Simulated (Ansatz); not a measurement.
**CAM-B3LYP/cc-pVDZ run of C2H3ClF2 (1-chloro-1,1-difluoroethane)**

Aim: the electronic atomisation energy of C2H3ClF2 (1-chloro-1,1-difluoroethane) at CAM-B3LYP/cc-pVDZ, from 5 runs. 

The calculation is run with Ansatz 0.2.0.

55 further runs of the same task are left out: 1 that didn't finish, 54 set aside as unsound or not needed. Runs told in other sessions of the task aren't counted.

### Step 1. Starting point

C2H3ClF2: 8 atoms, total charge 0, spin state singlet. As SMILES, `CC(F)(F)Cl`. Geometry: relaxed at PBE0-D4/def2-TZVP.

Bond lengths: C1–C2 1.499 Å, C2–F3 1.343 Å, C2–F4 1.343 Å, C2–Cl5 1.781 Å, C1–H6 1.088 Å, C1–H7 1.091 Å, C1–H8 1.088 Å. Some angles: C1–C2–F3 111.0°, C1–C2–F4 111.0°, C1–C2–Cl5 112.0°, F3–C2–F4 106.8°, F3–C2–Cl5 107.9°, F4–C2–Cl5 107.9°, C2–C1–H6 109.7°, C2–C1–H7 108.3°, C2–C1–H8 109.7°, H6–C1–H7 109.7°.

### Step 2. The energy at CAM-B3LYP/cc-pVDZ

run.yaml

```yaml
crystal:
  periodic: [false, false, false]
  atoms:
    - symbol: C
      position_ang: [-0.591960, -0.305640, 0.477310]
    - symbol: C
      position_ang: [0.524930, 0.179790, -0.395910]
    - symbol: F
      position_ang: [1.713900, 0.014330, 0.206290]
    - symbol: F
      position_ang: [0.571970, -0.511300, -1.546500]
    - symbol: Cl
      position_ang: [0.352900, 1.905700, -0.801400]
    - symbol: H
      position_ang: [-0.600880, 0.257090, 1.409000]
    - symbol: H
      position_ang: [-0.428120, -1.363800, 0.687730]
    - symbol: H
      position_ang: [-1.542750, -0.176190, -0.036530]
basis:
  gaussian:
    orbitals: cc-pVDZ
hamiltonian:
  xc: {name: CAM-B3LYP}
output: {orbitals: {seedname: orbitals}}
accuracy: high
```

Command:

```console
ansatz run run.yaml --threads 1 --pin off --max-ram 3480MiB --events-out events.jsonl --progress --plain --runs-dir runs
```

What it wrote:

```text
Warning: RAYON_NUM_THREADS=1 ignored (pool sized by the plan → 1); use --threads N
Functional definition: CAM-B3LYP
  name "CAM-B3LYP"
  parameter alpha = 0.19
  parameter beta = 0.46
  parameter omega = 0.33/bohr
  parameter ac = 0.81
  exchange = (1 - alpha - beta)*b88_x + beta*b88_x_sr(omega) + alpha*exact_x + beta*exact_x_lr(omega)
  correlation = (1 - ac)*vwn5_c + ac*lyp_c
2086 factors; integrals over basis functions are off by at most 3.6e-9 eV
371 factors; integrals over basis functions are off by at most 2.0e-9 eV
mean field evaluation 1: about -20074.2727 eV, gradient 4.3e1 eV
mean field evaluation 2: about -20074.4259 eV, gradient 4.4e1 eV
mean field evaluation 4: about -20077.6604 eV, gradient 1.1e0 eV
mean field evaluation 8: about -20077.8482 eV, gradient 9.9e-2 eV
mean field evaluation 16: about -20077.8482 eV, gradient 3.2e-5 eV
mean field -20077.84824084 eV, -737.8473135966 hartree, gradient 3.5e-8 eV, S^2 0.000000; 0 other end points of the search recorded, 0 dependent functions left out
reference -20077.84825721 eV, -737.8473141983 hartree; 25, 25 occupied and 64, 64 virtual orbitals, 2086 factors
Total energy: -20077.84825721 eV, -737.8473141983 hartree
```

It took 11 s on 1 thread of Arm Neoverse V1, shared host; peak memory 0.35 GiB.

### Step 3. The C atom, same level

run.yaml

```yaml
crystal:
  periodic: [false, false, false]
  atoms:
    - symbol: C
      position_ang: [0.000000, 0.000000, 0.000000]
basis:
  gaussian: {orbitals: cc-pVDZ}
magnetization: {spin_polarized: true, initial_magnetization: 2}
hamiltonian: {xc: {name: CAM-B3LYP}}
accuracy: high
```

Run the same way, it converges to -37.82936 Eh (log not shown).

### Step 4. The Cl atom, same level

input.yaml

```yaml
crystal:
  periodic: [false, false, false]
  atoms:
    - {symbol: Cl, position_ang: [0.000000, 0.000000, 0.000000]}
basis:
  gaussian: {orbitals: cc-pVDZ}
magnetization: {spin_polarized: true, initial_magnetization: 1}
hamiltonian: {xc: {name: CAM-B3LYP}}
accuracy: high
```

Run the same way, it converges to -460.15734 Eh (log not shown).

### Step 5. The F atom at the same level

job.yaml

```yaml
crystal:
  periodic: [false, false, false]
  atoms:
    - {symbol: F, position_ang: [0.000000, 0.000000, 0.000000]}
basis:
  gaussian:
    orbitals: cc-pVDZ
accuracy: high
hamiltonian:
  xc: {name: CAM-B3LYP}
magnetization:
  spin_polarized: true
  initial_magnetization: 1
```

Command:

```console
ansatz run job.yaml --threads 1 --pin off --max-ram 3480MiB --events-out events.jsonl --progress --plain --runs-dir runs
```

What it wrote:

```text
Warning: RAYON_NUM_THREADS=1 ignored (pool sized by the plan → 1); use --threads N
Functional definition: CAM-B3LYP
  name "CAM-B3LYP"
  parameter alpha = 0.19
  parameter beta = 0.46
  parameter omega = 0.33/bohr
  parameter ac = 0.81
  exchange = (1 - alpha - beta)*b88_x + beta*b88_x_sr(omega) + alpha*exact_x + beta*exact_x_lr(omega)
  correlation = (1 - ac)*vwn5_c + ac*lyp_c
96 factors; integrals over basis functions are off by at most 1.7e-9 eV
51 factors; integrals over basis functions are off by at most 1.1e-9 eV
mean field evaluation 1: about -2712.9884 eV, gradient 4.7e0 eV
mean field evaluation 2: about -2713.0364 eV, gradient 1.5e0 eV
mean field evaluation 4: about -2713.0428 eV, gradient 2.5e-2 eV
mean field evaluation 8: about -2713.0430 eV, gradient 3.8e-4 eV
mean field -2713.04304383 eV, -99.7024928940 hartree, gradient 6.4e-9 eV, S^2 0.750821; 0 other end points of the search recorded, 0 dependent functions left out
reference -2713.04304883 eV, -99.7024930778 hartree; 5, 4 occupied and 9, 10 virtual orbitals, 96 factors
Total energy: -2713.04304883 eV, -99.7024930778 hartree
```

It took 0.42 s on 1 thread of Arm Neoverse V1, shared host.

### Step 6. The H atom at the same level

in.yaml

```yaml
crystal:
  periodic: [false, false, false]
  atoms:
    - symbol: H
      position_ang: [0.000000, 0.000000, 0.000000]
basis:
  gaussian:
    orbitals: cc-pVDZ
magnetization:
  spin_polarized: true
  initial_magnetization: 1
hamiltonian:
  xc: {name: CAM-B3LYP}
accuracy: high
```

Run the same way, it converges to -0.49789 Eh (log not shown).

### Step 7. Results

At CAM-B3LYP/cc-pVDZ:

```
                     quantity          value
       molecule: total energy  -737.84731 Eh
        molecule: HOMO energy      -10.54 eV
        molecule: LUMO energy        2.17 eV
      molecule: HOMO–LUMO gap       12.70 eV
         C atom: total energy   -37.82936 Eh
                 C atom: ⟨S²⟩          2.002
        Cl atom: total energy  -460.15734 Eh
                Cl atom: ⟨S²⟩          0.752
         F atom: total energy   -99.70249 Eh
                 F atom: ⟨S²⟩          0.751
         H atom: total energy    -0.49789 Eh
                 H atom: ⟨S²⟩          0.750
electronic atomisation energy      30.819 eV
```

**Reading.** Taking the molecule apart into free atoms costs 30.82 eV (711 kcal/mol), before zero-point energy and without spin-orbit coupling.
